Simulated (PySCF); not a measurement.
# One shape, several levels: C2H5NSi (SMILES C[SiH2]C#N)

Wanted: a comparison of 6 runs (HF/STO-3G, HF/3-21G, B2PLYP/cc-pVDZ, CAM-B3LYP/cc-pVDZ, M06-2X/cc-pVDZ, PBE/cc-pVDZ) of C2H5NSi. The job is set up through a Python script.

The results are computed with PySCF 2.14.0.

2 further runs of the same task are left out: 2 set aside as unsound or not needed.

## Step 1: Starting point

C2H5NSi: 9 atoms, total charge 0, spin state singlet. As SMILES, `C[SiH2]C#N`. Geometry: relaxed at PBE0-D4/def2-TZVP.

Bond lengths: C1–Si2 1.859 Å, Si2–C3 1.855 Å, C3–N4 1.152 Å, C1–H5 1.092 Å, C1–H6 1.092 Å, C1–H7 1.092 Å, Si2–H8 1.482 Å, Si2–H9 1.482 Å. Some angles: C1–Si2–C3 108.8°, Si2–C3–N4 178.8°, C1–Si2–H8 112.7°, C1–Si2–H9 112.7°, C3–Si2–H8 106.1°, C3–Si2–H9 106.1°, Si2–C1–H5 110.7°, Si2–C1–H6 110.7°, Si2–C1–H7 110.1°, H8–Si2–H9 110.0°.

## Step 2: The energy at HF/STO-3G (run 1)

mol.xyz

```xyz
9

C     -0.672000     0.931100    -0.497500
Si    -0.146800    -0.554600     0.488300
C      1.638300    -0.910100     0.129800
N      2.747300    -1.112400    -0.107600
H     -0.554100     0.746100    -1.566800
H     -0.072800     1.803400    -0.229800
H     -1.721900     1.160400    -0.300900
H     -0.893300    -1.779400     0.117000
H     -0.236400    -0.330800     1.950300
```

calc.py

```python
# C[SiH2]C#N
from pyscf import gto, scf

system = gto.M(
    atom='mol.xyz',
    verbose=3,
    max_memory=1860,
    basis='sto-3g',
)

mf = scf.RHF(system)
mf.conv_tol = 1e-10
mf.kernel()
if not mf.converged:
    mf = mf.newton().run(mf.mo_coeff, mf.mo_occ)

energy = mf.e_tot
print('E = %.10f Eh' % energy)
```

Launch:

```bash
$ OMP_NUM_THREADS=1 python calc.py
```

What it wrote:

```text
converged SCF energy = -417.081513107277
E = -417.0815131073 Eh
```

Wall time 0.77 s (1 thread of Intel Xeon at 2.70GHz, shared host); peak memory 0.1 GiB.

## Step 3: A single-point energy at HF/3-21G (run 2)

job.py

```python
from pyscf import gto

mol = gto.Mole()
mol.atom = [
    ('C', (-0.672000, 0.931100, -0.497500)),
    ('Si', (-0.146800, -0.554600, 0.488300)),
    ('C', (1.638300, -0.910100, 0.129800)),
    ('N', (2.747300, -1.112400, -0.107600)),
    ('H', (-0.554100, 0.746100, -1.566800)),
    ('H', (-0.072800, 1.803400, -0.229800)),
    ('H', (-1.721900, 1.160400, -0.300900)),
    ('H', (-0.893300, -1.779400, 0.117000)),
    ('H', (-0.236400, -0.330800, 1.950300)),
]
mol.max_memory = 1860
mol.basis = '3-21g'
mol.verbose = 3
mol.build()

mf = mol.RHF()
mf.conv_tol = 1e-10
mf.kernel()
if not mf.converged:
    mf = mf.newton().run(mf.mo_coeff, mf.mo_occ)

e_final = mf.e_tot
print('E(%s) = %.9f' % ('HF', e_final))
```

Launch:

```bash
$ OMP_NUM_THREADS=1 python job.py
```

What it wrote:

```text
converged SCF energy = -419.765880897236
E(HF) = -419.765880897
```

Wall time 0.99 s (1 thread of Intel Xeon at 2.70GHz, shared host); peak memory 0.12 GiB.

Runs 3 to 5 aren't shown in full; the table further down has their settings and results.

## Step 4: The energy at PBE/cc-pVDZ (run 6)

input.py

```python
from pyscf import gto, dft

molecule = gto.Mole()
molecule.atom = '''
C   -0.672000   0.931100  -0.497500
Si  -0.146800  -0.554600   0.488300
C    1.638300  -0.910100   0.129800
N    2.747300  -1.112400  -0.107600
H   -0.554100   0.746100  -1.566800
H   -0.072800   1.803400  -0.229800
H   -1.721900   1.160400  -0.300900
H   -0.893300  -1.779400   0.117000
H   -0.236400  -0.330800   1.950300
'''
molecule.basis = 'cc-pvdz'
molecule.verbose = 3
molecule.max_memory = 1860
molecule.charge = 0
molecule.build()

ks = dft.RKS(molecule)
ks.xc = 'pbe'
ks.conv_tol = 1e-10
ks.grids.level = 5
ks.kernel()
if not ks.converged:
    ks = ks.newton().run(ks.mo_coeff, ks.mo_occ)

etot = ks.e_tot
print('E(%s) = %.9f' % ('PBE', etot))
```

Launch:

```bash
$ OMP_NUM_THREADS=1 python input.py
```

What it wrote:

```text
converged SCF energy = -423.132697895281
E(PBE) = -423.132697895
```

Wall time 18 s (1 thread of Intel Xeon at 2.70GHz, shared host); peak memory 0.43 GiB.

## Step 5: The series

```
run              level  frozen core orbitals  integration grid  energy (Eh)  dipole moment (D)  HOMO energy (eV)  LUMO energy (eV)  wall time
  1          HF/STO-3G                     –                 –  -417.081513               3.60            -10.58              9.78     0.77 s
  2           HF/3-21G                     –                 –  -419.765881               3.81            -12.46              3.77     0.99 s
  3     B2PLYP/cc-pVDZ                     8                 5  -423.197116               3.87            -10.49              1.23       19 s
  4  CAM-B3LYP/cc-pVDZ                     –                 5  -423.391468               3.79            -10.71              1.04       28 s
  5     M06-2X/cc-pVDZ                     –                 5  -423.382652               3.82            -10.59              0.82       31 s
  6        PBE/cc-pVDZ                     –                 5  -423.132698               3.71             -7.99             -1.07       18 s
```

## Step 6: Outcome

| quantity | value |
| --- | --- |
| run 6: total energy | -423.13270 Eh |
| run 6: dipole moment | 3.71 D |
| run 6: HOMO energy | -7.99 eV |
| run 6: LUMO energy | -1.07 eV |
| run 6: HOMO–LUMO gap | 6.92 eV |

**Reading.** The dipole moment (its size) runs from 3.60 D (HF/STO-3G) to 3.87 D (B2PLYP/cc-pVDZ). The two ends differ in method and basis. A double hybrid's value is that of its SCF part. The HOMO–LUMO gap runs from 6.92 eV (PBE/cc-pVDZ) to 20.36 eV (HF/STO-3G). Totals of different functionals can't be ranked against each other. In run 1 the basis is minimal, so the values are rough. All runs together took 98 s, the longest 31 s.
